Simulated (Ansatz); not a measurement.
# Nb (sc type): how the settings move a single-point run

Question: which choices in the input matter for Nb (sc type)?

Method: reference: DFT, LDA, all-electron PAW with datasets made for the crystal, scalar-relativistic, in Ansatz 0.2.0.

## 1. The system as given

The structure is cubic, space group Pm-3m (No. 221). The conventional cell has a = 2.660 Å, b = 2.660 Å, c = 2.660 Å, α = 90.00°, β = 90.00°, γ = 90.00°. Nb (site symmetry m-3m) is surrounded by 6 Nb at 2.66 Å.

Coordinates:

```cif
data_structure
_symmetry_space_group_name_H-M 'Pm-3m'
_symmetry_Int_Tables_number 221
_cell_length_a 2.6602
_cell_length_b 2.6602
_cell_length_c 2.6602
_cell_angle_alpha 90.000
_cell_angle_beta 90.000
_cell_angle_gamma 90.000
_cell_volume 18.83
loop_
_atom_site_label
_atom_site_type_symbol
_atom_site_symmetry_multiplicity
_atom_site_Wyckoff_symbol
_atom_site_fract_x
_atom_site_fract_y
_atom_site_fract_z
_atom_site_occupancy
Nb1 Nb 1 a 0.00000 0.00000 0.00000 1
```

## 2. Reference

input.yaml

```yaml
crystal:
  lattice:
    - [2.6602353944, 0.0, 0.0]
    - [0.0, 2.6602353944, 0.0]
    - [0.0, 0.0, 2.6602353944]
  atoms:
    - { symbol: Nb, position: [0.0, 0.0, 0.0] }
kpoints:
  mp_grid: { grid: [14, 14, 14] }
scf:
  occupations: { method: fermi_dirac, width: 0.05 }
hamiltonian:
  xc: lda
  pseudopotentials: { kind: all_electron, datasets: crystal }
output:
  forces: true
  stress: true
  eigenvalues: true
```

The run is started by

```sh
ansatz run input.yaml --threads 1 --pin off --max-ram 2048MiB --backend cpu --events-out ev --progress --plain --runs-dir out
```

## 3. Variant: occupations.method cold, occupations.width 0.005, xc pbesol

input.yaml, as its differences from that of step 2:

```diff
@@ -10,5 +10,5 @@
 scf:
-  occupations: { method: fermi_dirac, width: 0.05 }
+  occupations: { method: cold, width: 0.005 }
 hamiltonian:
-  xc: lda
+  xc: pbesol
   pseudopotentials: { kind: all_electron, datasets: crystal }
```

**Question.** What will these runs give? Wanted: for each run, ending; energy change; pressure; gap; force.

The runs gave:

```csv
run,ending,energy change,pressure (GPa),gap (eV),force (eV/Å),cycles,time
reference,converged,-,0.0,0.00,0.00,7,8.3 s
"1: occupations.method cold, occupations.width 0.005, xc pbesol",converged,not comparable,3.3,0.00,0.00,7,8.4 s
```

Residual by cycle in the longest SCF loop of each run; runs are numbered as in the table. The quantity is the density residual dr2, in eV.

```csv
cycle,reference,run 1
1,1.12,1.15
2,0.394,0.405
3,0.032,0.0249
4,6.4e-5,5.3e-5
5,8.1e-5,7.9e-5
6,8.5e-8,1.3e-7
7,4.5e-9,1.9e-8
```

What this shows: After a change of functional the difference of the totals has no physical meaning; the pressure goes from 0.0 to 3.3 GPa. The smearing changed too.
